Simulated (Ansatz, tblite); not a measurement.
# The cluster ZnH2O2: rung by rung

One table from this session's results is given with a row withheld; the runs are named, their logs left out.

The runs use Ansatz 0.2.0, Gaussian basis; as each input shows.

The runs, in order: GFN1-xTB, GFN2-xTB, PBE-D4/def2-TZVP, r2SCAN-D4/def2-TZVP, revPBE-D4/def2-TZVP, r2SCANh-D4/def2-TZVP, HF/def2-TZVP, BLYP-D4/def2-TZVP, PBE-QIDH/def2-TZVP, r2SCAN0-D4/def2-TZVP, ωB97M-V/def2-TZVP, PBE-D4/def2-SVP, PBE0-D4/def2-SVP, HF/6-31G, B3LYP-D4/6-31G, PBE0-D4/def2-TZVPD, PBE-D4/def2-TZVPD, r2SCAN-D4/def2-TZVPD, CCSD(T)/def2-TZVPP, MP2/def2-TZVP, RPA/def2-TZVP, CCSD(T)/def2-TZVPD.

1 further run of the same task is left out (set aside as unsound or not needed). Runs told in other sessions of the task aren't counted.

**The relaxed structure**

The geometry is that of the singlet, from an earlier relaxation (PBE-D4/def2-TZVP). At that level it is the lowest of the isomers that a small search found.

5 atoms, charge 0, spin multiplicity 1.

Bond lengths: Zn1–O2 1.779 Å, Zn1–O3 1.780 Å, O2–H4 0.972 Å, O3–H5 0.972 Å. Angles: O2–Zn1–O3 173.6°, Zn1–O2–H4 112.4°, Zn1–O3–H5 112.2°.

PBE0-D4/def2-TZVP was run before; its log isn't repeated, and its numbers join the tables.

The first run:

Tight binding, by tblite at 300 K electronic temperature and without a spin-polarisation term:

```python
tblite.interface.Calculator('GFN1-xTB', numbers, positions, charge=0, uhf=0).singlepoint()
```

Tight binding, by tblite at 300 K electronic temperature and without a spin-polarisation term:

```python
tblite.interface.Calculator('GFN2-xTB', numbers, positions, charge=0, uhf=0).singlepoint()
```

start.molden holds the orbitals of an earlier run on this state, given as this run's starting guess.

File in.yaml:

```yaml
crystal:
  periodic: [false, false, false]
  atoms:
    - {symbol: Zn, position_ang: [-0.013662, 0.008331, -0.179099]}
    - {symbol: O, position_ang: [0.409833, 1.736070, -0.225271]}
    - {symbol: O, position_ang: [-0.457081, -1.708536, -0.329930]}
    - {symbol: H, position_ang: [1.142420, 1.953143, 0.374741]}
    - {symbol: H, position_ang: [-1.081520, -1.989009, 0.359559]}
basis:
  gaussian: {orbitals: def2-TZVP, initial_orbitals: start.molden}
hamiltonian: {xc: pbe, dispersion: d4}
scf: {omitted_lower_state_checks: [starts]}
output: {orbitals: {seedname: orbitals}}
```

Command:

```bash
> ansatz run in.yaml --threads 4 --pin off --events-out ev --progress --plain --max-ram 3916MiB
```

Among the steps run: PBE-D4/def2-TZVP; r2SCAN-D4/def2-TZVP; revPBE-D4/def2-TZVP; r2SCANh-D4/def2-TZVP; HF/def2-TZVP; BLYP-D4/def2-TZVP; PBE-QIDH/def2-TZVP; r2SCAN0-D4/def2-TZVP; ωB97M-V/def2-TZVP; PBE-D4/def2-SVP; PBE0-D4/def2-SVP; HF/6-31G; B3LYP-D4/6-31G; PBE0-D4/def2-TZVPD; PBE-D4/def2-TZVPD; r2SCAN-D4/def2-TZVPD; CCSD(T)/def2-TZVPP; MP2/def2-TZVP; RPA/def2-TZVP; CCSD(T)/def2-TZVPD.

One table of the session follows, with a row left open; its other results are not shown here.

```
               level  HOMO (eV)  gap (eV)
            HF/6-31G     -12.37     13.82
        HF/def2-TZVP     -12.62     14.05
     PBE-D4/def2-SVP      -5.95      4.37
    PBE-D4/def2-TZVP      -6.75      4.71
   PBE-D4/def2-TZVPD      -6.86      4.69
 revPBE-D4/def2-TZVP      -6.66      4.72
   BLYP-D4/def2-TZVP      -6.67      4.61
 r2SCAN-D4/def2-TZVP      -7.07      5.36
r2SCAN-D4/def2-TZVPD      -7.16      5.35
r2SCANh-D4/def2-TZVP      -7.70      6.31
      B3LYP-D4/6-31G      -7.66      6.29
    PBE0-D4/def2-SVP          ?         ?
   PBE0-D4/def2-TZVP      -8.39      7.24
  PBE0-D4/def2-TZVPD      -8.48      7.17
r2SCAN0-D4/def2-TZVP      -8.64      7.70
   ωB97M-V/def2-TZVP     -10.89     11.36
```

Estimate the missing values for PBE0-D4/def2-SVP.

As computed: HOMO (eV): -7.75; gap (eV): 6.98. In the column «HOMO (eV)» it lies between PBE0-D4/def2-TZVP (-8.39) and r2SCANh-D4/def2-TZVP (-7.70).
